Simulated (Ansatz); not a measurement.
**TaH3O3: relaxing cell and atoms, part 1 of 2**

Wanted: the geometry at rest of TaH3O3 (a known structure type filled with other elements, at an estimated volume), relaxing cell and atoms, and its electronic structure there.

Program: Ansatz 0.2.0. Level of theory: DFT, r2SCAN, no spin polarisation, plane waves, PAW. These are calculated values, not measurements.

## (1) The structure

It takes space group P6_3/m (No. 176, hexagonal). The conventional cell has a = 6.042 Å, b = 6.042 Å, c = 3.414 Å, α = 90.00°, β = 90.00°, γ = 120.00°. H (site symmetry m) is surrounded by 1 O at 1.01 Å. Around Ta (site symmetry -6) lie 9 O at 2.33 to 2.36 Å. O (site symmetry m) has 1 H at 1.01 Å as nearest neighbours.

The coordinates stand in the input below.

It starts from an earlier solution of the starting cell (checkpoint.read).

## (2) Relaxing

The input, input.yaml:

```yaml
crystal:
  lattice:
    - [6.042109, 0.0, 0.0]
    - [-3.021055, 5.232624, 0.0]
    - [0.0, 0.0, 3.413506]
  atoms:
    - { symbol: H, position: [0.23, 0.14, 0.25] }
    - { symbol: H, position: [0.09, 0.23, 0.75] }
    - { symbol: H, position: [0.86, 0.09, 0.25] }
    - { symbol: H, position: [0.77, 0.86, 0.75] }
    - { symbol: H, position: [0.91, 0.77, 0.25] }
    - { symbol: H, position: [0.14, 0.91, 0.75] }
    - { symbol: Ta, position: [0.33333, 0.66667, 0.25] }
    - { symbol: Ta, position: [0.66666, 0.33333, 0.75] }
    - { symbol: O, position: [0.3945, 0.3101, 0.25] }
    - { symbol: O, position: [0.0844, 0.3945, 0.75] }
    - { symbol: O, position: [0.6899, 0.0844, 0.25] }
    - { symbol: O, position: [0.6055, 0.6899, 0.75] }
    - { symbol: O, position: [0.9156, 0.6055, 0.25] }
    - { symbol: O, position: [0.3101, 0.9156, 0.75] }
  symmetry: { tolerance: 0.0003 }
kpoints:
  mp_grid: { grid: [4, 4, 6], shift: [0, 0, 0] }
magnetization:
  spin_polarized: false
scf:
  occupations: { method: cold, width: 0.1453 }
  lower_state_search: "off"
hamiltonian:
  pseudopotentials: { kind: paw }
  xc: r2scan
basis:
  ecutwfc: 500
  fft_grid_basis: typed
relax:
  max_steps: 40
  cell: { p_target: 0.0 }
  f_tol: 0.03
output:
  forces: true
  stress: true
  eigenvalues: true
  bader: true
  populations: true
  elf: true
  write_potential: true
  volumetric_format: npy
  dos:
    e_range: [-12, 8]
    de: 0.05
    projected: { site_lists: { H: [H], O: [O], Ta: [Ta] } }
checkpoint:
  read: saved_state
```

Command:

```
> ansatz run input.yaml --threads 2 --pin off --max-ram 3584MiB --backend cpu --events-out ev --progress --plain --runs-dir out
```

Log, cut to the lines that bear on the results:

```text
Warning: the atoms were moved onto the symmetric positions of the space group found under crystal.symmetry.tolerance 3.0e-4 (fractional; no operation is sought that the atoms, as they stand in a round, miss by more than twice it, and no atom is moved by as much as it), and the run uses [...]
Warning: RAYON_NUM_THREADS=2 ignored (pool sized by the plan → 2); use --threads N
[...]
Pseudopotentials: kind: paw
Pseudopotential: H, paw, valence charge 1, recommended cutoff 500 eV (meta_gga), H.paw.azcp
Pseudopotential: Ta, paw, valence charge 13, recommended cutoff 500 eV (meta_gga), Ta.paw.azcp
Pseudopotential: O, paw, valence charge 6, recommended cutoff 500 eV (meta_gga), O.paw.azcp
Functional definition: r2SCAN
[...]
Crystal: 14 atoms, lattice volume = 107.922 Å³
Basis set: ecut = 500 eV, 2749 PW (Γ), exchange–correlation on 180×180×100 points (64 copies of the dense FFT grid, shifted against one another)
Bands: 48, of which v1, the nominal top of the filled ones, is band 34 counted from 1 (33 counted from 0)
Symmetry: 12 space group operations
Space group: P63/m (ITA 176), of the structure as read, at distance tolerance 1.4e-3 Å
k-points: 16 of 96
[...]
SCF iter   1: F=—  HF=-23394.983607 eV  |F-HF|=—  |Δ(HF+E_count)|=         —  Δρ=2.01e-3  dr2=2.00e-3  dr2_τ=1.43e-3  ethr=3.26e-6  ⟨swp⟩=2.8  Hψ=4762  notcnv=0
[...]
relax step   1: F+E_penalty+E_count = -23394.98866474 eV  Δ(F+E_penalty+E_count) = +0.000e0 eV  max|allowed force component| = 1.384e0 eV/Å  Δτ_max = 0.0000 Å  P = -14.419 GPa  Ω = 107.922 Å³  (6 SCF iters, dr2 threshold 1.00e-7 eV, accepted)
[...]
relax step   3: F+E_penalty+E_count = -23396.81570643 eV  Δ(F+E_penalty+E_count) = -6.189e-1 eV  max|allowed force component| = 4.296e-1 eV/Å  Δτ_max = 0.0471 Å  P = +2.313 GPa  Ω = 97.954 Å³  energy of the carried Pulay correction = +8.710e-3 eV  (7 SCF iters, dr2 threshold 1.40e-6 eV, accepted)
[...]
relax step   5: F+E_penalty+E_count = -23397.47352068 eV  Δ(F+E_penalty+E_count) = -1.310e-1 eV  max|allowed force component| = 2.394e-1 eV/Å  Δτ_max = 0.0344 Å  P = +3.532 GPa  Ω = 98.058 Å³  energy of the carried Pulay correction = +8.614e-3 eV  (7 SCF iters, dr2 threshold 1.40e-6 eV, accepted)
[...]
relax step   7: F+E_penalty+E_count = -23397.63484729 eV  Δ(F+E_penalty+E_count) = -5.035e-2 eV  max|allowed force component| = 3.354e-1 eV/Å  Δτ_max = 0.0820 Å  P = +2.638 GPa  Ω = 105.035 Å³  energy of the carried Pulay correction = +2.439e-3 eV  (7 SCF iters, dr2 threshold 1.40e-6 eV, accepted)
relax step   8: F+E_penalty+E_count = -23397.66774038 eV  Δ(F+E_penalty+E_count) = -3.289e-2 eV  max|allowed force component| = 9.361e-2 eV/Å  Δτ_max = 0.0364 Å  P = +0.302 GPa  Ω = 108.971 Å³  energy of the carried Pulay correction = -8.700e-4 eV  (7 SCF iters, dr2 threshold 1.40e-6 eV, accepted)
relax step   9: F+E_penalty+E_count = -23397.67221955 eV  Δ(F+E_penalty+E_count) = -4.479e-3 eV  max|allowed force component| = 5.379e-2 eV/Å  Δτ_max = 0.0112 Å  P = -0.350 GPa  Ω = 109.179 Å³  energy of the carried Pulay correction = -1.042e-3 eV  (6 SCF iters, dr2 threshold 5.48e-7 eV, accepted)
```

## (3) More of the same log

Output, continued:

```text
relax step  10: F+E_penalty+E_count = -23397.67255083 eV  Δ(F+E_penalty+E_count) = -3.313e-4 eV  max|allowed force component| = 5.629e-2 eV/Å  Δτ_max = 0.0167 Å  P = +0.456 GPa  Ω = 109.550 Å³  energy of the carried Pulay correction = -1.347e-3 eV  (7 SCF iters, dr2 threshold 3.26e-7 eV, accepted)
relax step  11: F+E_penalty+E_count = -23397.67351217 eV  Δ(F+E_penalty+E_count) = -9.613e-4 eV  max|allowed force component| = 2.291e-3 eV/Å  Δτ_max = 0.0065 Å  P = -0.008 GPa  Ω = 109.586 Å³  energy of the carried Pulay correction = -1.376e-3 eV  (5 SCF iters, dr2 threshold 8.52e-7 eV, accepted)
relax step  12: F+E_penalty+E_count = -23397.69301811 eV  Δ(F+E_penalty+E_count) = -1.951e-2 eV  max|allowed force component| = 3.593e-3 eV/Å  Δτ_max = 0.0000 Å  P = +0.302 GPa  Ω = 109.586 Å³  stress off target by 4.66e-1 GPa  SCF on the basis re-selected at this cell (its energy is not comparable with the rows above)  (7 SCF iters)
relax step  13: F+E_penalty+E_count = -23397.69569597 eV  Δ(F+E_penalty+E_count) = -2.678e-3 eV  max|allowed force component| = 2.539e-3 eV/Å  Δτ_max = 0.0185 Å  P = +0.114 GPa  Ω = 111.183 Å³  energy of the carried Pulay correction = -1.393e-3 eV  (7 SCF iters, dr2 threshold 5.42e-7 eV, accepted)
relax step  14: F+E_penalty+E_count = -23397.69602910 eV  Δ(F+E_penalty+E_count) = -3.331e-4 eV  max|allowed force component| = 6.278e-3 eV/Å  Δτ_max = 0.0182 Å  P = +0.117 GPa  Ω = 112.594 Å³  energy of the carried Pulay correction = -2.687e-3 eV  (7 SCF iters, dr2 threshold 1.15e-7 eV, accepted)
relax step  15: F+E_penalty+E_count = -23397.69557090 eV  Δ(F+E_penalty+E_count) = +4.582e-4 eV  max|allowed force component| = 2.003e-2 eV/Å  Δτ_max = 0.0141 Å  P = +0.032 GPa  Ω = 113.659 Å³  energy of the carried Pulay correction = -3.711e-3 eV  (6 SCF iters, dr2 threshold 1.07e-7 eV, accepted)
relax step  16: F+E_penalty+E_count = -23397.70260197 eV  Δ(F+E_penalty+E_count) = -7.031e-3 eV  max|allowed force component| = 9.862e-2 eV/Å  Δτ_max = 0.0617 Å  P = +0.019 GPa  Ω = 117.548 Å³  energy of the carried Pulay correction = -7.764e-3 eV  (10 SCF iters, dr2 threshold 1.08e-8 eV, accepted)
relax step  17: F+E_penalty+E_count = -23397.69339805 eV  Δ(F+E_penalty+E_count) = +9.204e-3 eV  max|allowed force component| = 7.474e-1 eV/Å  Δτ_max = 0.1646 Å  P = +0.167 GPa  Ω = 126.693 Å³  energy of the carried Pulay correction = -1.943e-2 eV  (10 SCF iters, dr2 threshold 6.08e-7 eV, accepted)
relax step  18: F+E_penalty+E_count = -23397.74022323 eV  Δ(F+E_penalty+E_count) = -4.683e-2 eV  max|allowed force component| = 3.411e-1 eV/Å  Δτ_max = 0.0241 Å  P = +1.420 GPa  Ω = 125.193 Å³  energy of the carried Pulay correction = -1.730e-2 eV  (7 SCF iters, dr2 threshold 1.40e-6 eV, accepted)
relax step  19: F+E_penalty+E_count = -23397.72274073 eV  Δ(F+E_penalty+E_count) = +1.748e-2 eV  max|allowed force component| = 3.001e-1 eV/Å  Δτ_max = 0.1950 Å  P = -2.821 GPa  Ω = 130.975 Å³  energy of the carried Pulay correction = -2.602e-2 eV  (8 SCF iters, dr2 threshold 1.40e-6 eV, rejected (line search))
relax step  20: F+E_penalty+E_count = -23397.76507396 eV  Δ(F+E_penalty+E_count) = -2.485e-2 eV  max|allowed force component| = 1.704e-1 eV/Å  Δτ_max = 0.0950 Å  P = -0.061 GPa  Ω = 128.721 Å³  energy of the carried Pulay correction = -2.247e-2 eV  (12 SCF iters, accepted)
relax step  21: F+E_penalty+E_count = -23397.77662707 eV  Δ(F+E_penalty+E_count) = -1.155e-2 eV  max|allowed force component| = 7.387e-3 eV/Å  Δτ_max = 0.0797 Å  P = -0.028 GPa  Ω = 129.282 Å³  energy of the carried Pulay correction = -2.333e-2 eV  (7 SCF iters, dr2 threshold 1.40e-6 eV, accepted)
relax step  22: F+E_penalty+E_count = -23397.77534806 eV  Δ(F+E_penalty+E_count) = +1.279e-3 eV  max|allowed force component| = 1.437e-1 eV/Å  Δτ_max = 0.0725 Å  P = -0.662 GPa  Ω = 130.496 Å³  energy of the carried Pulay correction = -2.525e-2 eV  (8 SCF iters, dr2 threshold 1.68e-8 eV, accepted)
relax step  23: F+E_penalty+E_count = -23397.77857828 eV  Δ(F+E_penalty+E_count) = -3.230e-3 eV  max|allowed force component| = 6.895e-2 eV/Å  Δτ_max = 0.0185 Å  P = +0.404 GPa  Ω = 129.376 Å³  energy of the carried Pulay correction = -2.348e-2 eV  (6 SCF iters, dr2 threshold 1.29e-6 eV, accepted)
relax step  24: F+E_penalty+E_count = -23397.77883432 eV  Δ(F+E_penalty+E_count) = -2.560e-4 eV  max|allowed force component| = 1.562e-3 eV/Å  Δτ_max = 0.0084 Å  P = -0.005 GPa  Ω = 129.695 Å³  energy of the carried Pulay correction = -2.398e-2 eV  (6 SCF iters, dr2 threshold 4.10e-7 eV, accepted)
relax step  25: F+E_penalty+E_count = -23397.80138529 eV  Δ(F+E_penalty+E_count) = -2.255e-2 eV  max|allowed force component| = 6.151e-3 eV/Å  Δτ_max = 0.0000 Å  P = +0.025 GPa  Ω = 129.695 Å³  stress off target by 1.10e-1 GPa  SCF on the basis re-selected at this cell (its energy is not comparable with the rows above)  (8 SCF iters)
relax step  26: F+E_penalty+E_count = -23397.80135259 eV  Δ(F+E_penalty+E_count) = +3.270e-5 eV  max|allowed force component| = 1.252e-3 eV/Å  Δτ_max = 0.0050 Å  P = +0.019 GPa  Ω = 130.112 Å³  energy of the carried Pulay correction = -2.831e-4 eV  (7 SCF iters, dr2 threshold 3.03e-8 eV, accepted)
iter 1 solved again at ethr=1.32e-7 eV; its pass at ethr=3.10e-3 eV (dr2=8.96e-5 eV) is discarded
SCF iter   1: F=—  HF=-23397.801321 eV  |F-HF|=—  |Δ(HF+E_count)|=         —  Δρ=6.11e-5  dr2=1.11e-7  dr2_τ=5.21e-8  ethr=1.32e-7  ⟨swp⟩=3.6  Hψ=5228  notcnv=0
preconditioner: auto → Kerker (q_TF=auto, 2.449 Å⁻¹)  [metal: Δε(μ)=0.062 eV  Ē_g=11.096 eV  σ=0.145 eV  W_gap=0.28  n_scr=20 (ndim 8)  ℏωp=20.6 eV  f_vac=0.000  D(μ)=4.01/eV (n_scr^D=20)]
SCF iter   2: F=—  HF=-23397.801555 eV  |F-HF|=—  |Δ(HF+E_count)|=   2.34e-4  S|Δr|=    0.00e0  Δρ=3.09e-5  dr2=3.02e-8  dr2_τ=6.98e-7  ethr=1.63e-10  ⟨swp⟩=3.1  Hψ=1594  notcnv=0
SCF iter   3: F=—  HF=-23397.801567 eV  |F-HF|=—  |Δ(HF+E_count)|=   1.18e-5  S|Δr|=    0.00e0  Δρ=8.35e-7  dr2=8.75e-10  dr2_τ=2.02e-10  ethr=4.44e-11  ⟨swp⟩=2.3  Hψ=1273  notcnv=0
SCF iter   4: F=—  HF=-23397.801567 eV  |F-HF|=—  |Δ(HF+E_count)|=   1.99e-9  S|Δr|=    0.00e0  Δρ=4.48e-7  dr2=3.77e-10  dr2_τ=4.92e-11  ethr=1.00e-12  ⟨swp⟩=10.1  Hψ=4188  notcnv=0
SCF iter   5: F=-23397.801567 eV  HF=-23397.801567 eV  |F-HF|=3.64e-11  |Δ(HF+E_count)|=  8.73e-11  S|Δr|=    0.00e0  Δρ=1.67e-7  dr2=9.98e-11  dr2_τ=1.03e-11  ethr=1.00e-12  ⟨swp⟩=5.8  Hψ=3652  notcnv=0
SCF 27 converged in 5 iterations: F = -23397.801567 eV  dr2 = 9.98e-11
relax step  27: F+E_penalty+E_count = -23397.80156689 eV  Δ(F+E_penalty+E_count) = -2.143e-4 eV  max|allowed force component| = 1.280e-3 eV/Å  Δτ_max = 0.0000 Å  P = +0.017 GPa  Ω = 130.112 Å³  stress off target by 3.14e-2 GPa  SCF on the basis re-selected at this cell (its energy is not comparable with the rows above)  (5 SCF iters)
basis re-selected at this cell: Δ(F+E_penalty+E_count) = -2.143e-4 eV, ΔP = -0.002 GPa vs the last step (what re-selecting the basis moved, of the pressure what is left beyond the Pulay correction that the steps carried, after the strain that the cell walked since its last selection, with what the two solves' SCF thresholds leave and, on support functions, any second-order correction that the steps lacked; it is no measure of the basis error at this ecutwfc). This SCF's stress stands 3.14e-2 GPa from its target on what of the cell is left free (relax.cell.stress_tol is 5.00e-2 GPa) and its largest allowed force component is 1.28e-3 eV/Å (relax.f_tol is 3.00e-2 eV/Å): within both
SCF converged after 5 iterations
Stability not checked: this state was not tested for a lower state beside it, because cold or Methfessel-Paxton smearing, or corrected tetrahedra, fill the levels in a way that the test cannot read (fill_not_monotonic; see scf.lower_state_search)
Free energy (F): -23397.801567 eV
Harris-Foulkes:  -23397.801567 eV  (|F-HF|=3.64e-11)
Internal energy: -23397.779787 eV  (E = F + TS)
E sigma→0 (E₀):  -23397.794307 eV
Entropy (-TS):   -0.021780 eV (-1.556 meV/atom)
Fermi energy:    9.613963 eV
--- Per-component energies (eV) ---
  E_band       = -724.383421
  E_kinetic    = 1874.634685
  E_local      = -5708.966346  (includes V_loc(G=0)·N_el)
  E_nonlocal   = 324.675459
  E_hartree    = 2168.254683
  E_xc         = -898.008749
  E_vxc        = -1148.538129  (∫ρ·V_xc dr)
  E_paw        = -17812.461969  (= ΣΔE_a)
  E_vpaw       = -470.803076  (= ΣTr[D̂ρ^β])
  E_aug_tail   = 0.003955  (compensation charges beyond the density's cutoff)
  E_vtau       = 68.100285  (kinetic-family band-sum trace: ∫τ·v_τ [+ j·A + Jᵃ·Aᵃ] dr)
  E_ewald      = -3344.207299
  E_core_change = -1.704206  (= ΣΔE_core)
  E_smearing   = -0.021780  (= −TS)
  E_closure    = 0.000000  (closes the sum)
  Σ components = -23397.801567   (vs F -23397.801567, Δ=0.00e0)
--- Forces (eV/Å), atoms counted from 1 ---
  atom   1  H     -0.00096872    -0.00088277     0.00000000
  atom   2  H      0.00028014    -0.00128032     0.00000000
  atom   3  H      0.00124886    -0.00039755     0.00000000
  atom   4  H      0.00096872     0.00088277     0.00000000
  atom   5  H     -0.00028014     0.00128032     0.00000000
  atom   6  H     -0.00124886     0.00039755     0.00000000
  atom   7  Ta    -0.00000000     0.00000000     0.00000000
  atom   8  Ta     0.00000000    -0.00000000     0.00000000
  atom   9  O      0.00033573    -0.00015848     0.00000000
  atom  10  O      0.00030511     0.00021151     0.00000000
  atom  11  O     -0.00003062     0.00036999     0.00000000
  atom  12  O     -0.00033573     0.00015848     0.00000000
  atom  13  O     -0.00030511    -0.00021151     0.00000000
  atom  14  O      0.00003062    -0.00036999     0.00000000
  max |Σ_I F_I| component: 1.63e-18 eV/Å
--- Stress (GPa, compression-positive) ---
        0.031399       0.000000       0.000000
       -0.000000       0.031399       0.000000
        0.000000       0.000000      -0.010340
  P = ⅓ Tr σ = 0.0175 GPa (0.175 kbar)
--- Band table (eV; the first three rows and the last of 16) ---
  k-point 0: bands = ["-63.5175", "-63.5174", "-29.6105", "-29.6105", "-29.6053", "-29.6053", "-28.7000", "-28.6994", "-15.4410", "-14.9494", "-14.4611", "-14.4611", "-14.2030", "-14.2030", "-4.2149", "-3.2786", "-1.4024", "-1.4024", "-0.8085", "-0.8085", "0.8236", "0.8236", "2.0116", "2.0116", "2.0790", "2.0790", "2.2076", "2.2076", "2.5057", "3.4216", "3.7231", "4.1317", "5.4507", "6.6907", "8.0702", "10.1379", "10.1379", "10.5999", "10.5999", "12.3105", "12.3105", "13.0059", "13.0894", "13.0894", "13.1518", "13.1518", "15.2372", "15.2372"]
  k-point 1: bands = ["-63.4972", "-63.4971", "-29.5541", "-29.5541", "-29.5496", "-29.5496", "-29.0566", "-29.0564", "-15.1106", "-14.6559", "-14.4707", "-14.4707", "-14.2524", "-14.2524", "-3.6091", "-2.7664", "-1.7616", "-1.7616", "-1.1925", "-1.1925", "0.9153", "0.9153", "1.4350", "1.4350", "1.9199", "1.9199", "2.4118", "2.5774", "2.7003", "2.9467", "2.9467", "4.1305", "6.4447", "7.7625", "8.9241", "10.1924", "10.1924", "10.4074", "10.4074", "11.4355", "11.4355", "12.9710", "12.9710", "13.5606", "14.3903", "14.3903", "15.8740", "15.8740"]
  k-point 2: bands = ["-63.4563", "-63.4562", "-29.7144", "-29.7142", "-29.4384", "-29.4384", "-29.4357", "-29.4357", "-14.4965", "-14.4965", "-14.4424", "-14.3772", "-14.3772", "-14.1439", "-2.3182", "-2.2633", "-2.2633", "-1.8765", "-1.8765", "-1.8444", "0.8687", "0.8922", "1.0637", "1.0637", "1.1207", "1.1207", "1.8238", "1.8238", "3.0852", "3.0852", "3.1890", "4.0422", "8.8826", "10.0173", "10.0173", "10.0445", "10.0445", "10.1712", "10.5833", "11.3001", "11.3001", "12.8912", "12.8912", "14.4149", "15.1993", "15.7253", "15.7253", "17.2627"]
  k-point 15: bands = ["-63.4357", "-63.4357", "-30.0201", "-30.0201", "-29.3783", "-29.3783", "-29.3783", "-29.3783", "-14.4882", "-14.4882", "-14.4833", "-14.4833", "-14.0014", "-14.0014", "-2.3417", "-2.3417", "-2.2660", "-2.2660", "-1.3969", "-1.3969", "-0.0069", "-0.0069", "0.8290", "0.8290", "0.9074", "0.9074", "2.5405", "2.5405", "2.6981", "2.6981", "3.7909", "3.7909", "9.5883", "9.5883", "9.7380", "9.7380", "11.1839", "11.1839", "11.7969", "11.7969", "12.4072", "12.4072", "13.9155", "13.9155", "15.2570", "15.2570", "16.2138", "16.2138"]
--- Relaxed structure (24 steps of the walk, 23 accepted, 3 SCFs on fresh bases) ---
  F+E_penalty+E_count = -23397.80156689 eV   max|allowed force component| = 1.280e-3 eV/Å   (the final SCF, on the basis selected at the relaxed cell)
  cell:  # Å, volume = 130.1116 Å³
    - [7.349843470903399, 3.5115490632307914e-7, -8.147137241553754e-34]
    - [-3.6749220395607693, 6.3651509840640825, 6.36664803475472e-34]
    - [-3.682196578356026e-34, -3.452059292208774e-35, 2.7811803917960405]
  atoms:
    - { symbol: H, position: [0.27155654704554616, 0.13624458911448303, 0.25] }
    - { symbol: H, position: [0.13531195793106313, 0.2715565470455462, 0.7500000000000001] }
    - { symbol: H, position: [0.8637554108855172, 0.13531195793106313, 0.25] }
    - { symbol: H, position: [0.7284434529544539, 0.863755410885517, 0.7500000000000001] }
    - { symbol: H, position: [0.8646880420689369, 0.7284434529544537, 0.25] }
    - { symbol: H, position: [0.13624458911448278, 0.8646880420689365, 0.7500000000000001] }
    - { symbol: Ta, position: [0.33333333333333337, 0.6666666666666666, 0.25] }
    - { symbol: Ta, position: [0.6666666666666666, 0.33333333333333326, 0.7500000000000001] }
    - { symbol: O, position: [0.4295082732541319, 0.21528107875476607, 0.25] }
    - { symbol: O, position: [0.2142271944993659, 0.4295082732541321, 0.7500000000000001] }
    - { symbol: O, position: [0.7847189212452337, 0.21422719449936575, 0.25] }
    - { symbol: O, position: [0.5704917267458682, 0.7847189212452341, 0.7500000000000001] }
    - { symbol: O, position: [0.7857728055006341, 0.5704917267458679, 0.25] }
    - { symbol: O, position: [0.21528107875476604, 0.7857728055006341, 0.7500000000000001] }
--- Löwdin populations: 14 sites ---
  site symbol       q [e]
     0      H      0.7189
     1      H      0.7189
     2      H      0.7189
     3      H      0.7189
     4      H      0.7189
     5      H      0.7189
     6     Ta     11.5666
     7     Ta     11.5666
     8      O      6.6669
     9      O      6.6669
    10      O      6.6669
    11      O      6.6669
    12      O      6.6669
    13      O      6.6669
  spilling = 0.008116 (of n_electrons = 68.000000)
--- Bader charges: 14 sites ---
  site symbol  charge [e]  shift [e]
     0      H      0.4573     0.0011
     1      H      0.4573     0.0011
     2      H      0.4573     0.0011
     3      H      0.4573     0.0011
     4      H      0.4573     0.0011
     5      H      0.4573     0.0011
     6     Ta      2.4910     0.0045
     7     Ta      2.4910     0.0045
     8      O     -1.2876     0.0004
     9      O     -1.2876     0.0004
    10      O     -1.2876     0.0004
    11      O     -1.2876     0.0004
    12      O     -1.2876     0.0004
    13      O     -1.2876     0.0004
  estimated error of the sums over rays = 2.8e-4 e
```

Wall time 4.6 min (2 threads of Arm Neoverse V2, shared host); peak memory 0.78 GiB.

The steps of the relaxation:

```csv
step,energy from step 1 (eV/cell),largest force component (eV/Å),pressure (GPa),volume (Å³)
1,0.0000,1.3839,-14.42,107.92
2,-1.2081,0.5592,-3.30,100.96
3,-1.8270,0.4296,2.31,97.95
4,-2.3538,0.3230,2.42,97.35
5,-2.4849,0.2394,3.53,98.06
6,-2.5958,0.3013,-1.45,103.55
7,-2.6462,0.3354,2.64,105.03
8,-2.6791,0.0936,0.30,108.97
9,-2.6836,0.0538,-0.35,109.18
10,-2.6839,0.0563,0.46,109.55
11,-2.6848,0.0023,-0.01,109.59
12,-2.7044,0.0036,0.30,109.59
13,-2.7070,0.0025,0.11,111.18
14,-2.7074,0.0063,0.12,112.59
15,-2.7069,0.0200,0.03,113.66
16,-2.7139,0.0986,0.02,117.55
17,-2.7047,0.7474,0.17,126.69
18,-2.7516,0.3411,1.42,125.19
19x,-2.7341,0.3001,-2.82,130.98
20,-2.7764,0.1704,-0.06,128.72
21,-2.7880,0.0074,-0.03,129.28
22,-2.7867,0.1437,-0.66,130.50
23,-2.7899,0.0690,0.40,129.38
24,-2.7902,0.0016,-0.01,129.70
25,-2.8127,0.0062,0.02,129.70
26,-2.8127,0.0013,0.02,130.11
27,-2.8129,0.0013,0.02,130.11
```

Step 1 is the start. Steps 12, 25, 27 repeat the geometry before on a plane-wave basis chosen anew for that cell, so the energy can jump there without any move; the table keeps such jumps. 1 step was tried and not accepted (marked x).

| input's cell | before | after | change |
| --- | --- | --- | --- |
| a (Å) | 6.042 | 7.350 | +21.6 % |
| b (Å) | 6.042 | 7.350 | +21.6 % |
| c (Å) | 3.414 | 2.781 | -18.5 % |
| volume (Å³/atom) | 7.71 | 9.29 | +20.6 % |

The largest move, 0.86 Å, apart from the change of the cell, is shared by several atoms, O12 among them.

## (4) Density of states

Counts of states in windows (eV from the Fermi level; tetrahedra), total and projected:

```csv
from,to,total,H s,O p,Ta d
-8.0,-7.0,6.83,0.02,5.96,0.66
-7.0,-6.0,5.54,0.01,5.32,0.11
-6.0,-5.0,2.46,0.00,2.43,0.01
-5.0,-4.0,0.00,0.00,0.00,0.00
-4.0,-3.0,0.48,0.07,0.02,0.34
-3.0,-2.0,1.04,0.12,0.08,0.75
-2.0,-1.0,1.12,0.32,0.13,0.45
-1.0,0.0,1.75,0.41,0.21,0.85
0.0,1.0,8.34,0.23,1.21,6.17
1.0,2.0,2.23,0.58,0.23,0.87
2.0,3.0,3.39,0.85,0.39,1.40
3.0,4.0,4.94,0.37,0.84,3.00
4.0,5.0,2.63,0.58,0.42,0.65
```

## (5) Charges

Gathered by element (positive charge: electrons given up): Löwdin charges also hold the electrons that the projection spills.

```csv
element,atoms,Bader charge (e),Bader volume (Å³),Löwdin charge (e)
H,6,+0.46,4.3,+0.28
Ta,2,+2.49,11.7,+1.43
O,6,-1.29,13.5,-0.67
```

The Löwdin projection spills 0.8 % of the electrons and depends on the orbitals chosen; where it disagrees with Bader's partition, neither is an observable.

(Continued in part 2 of 2.)
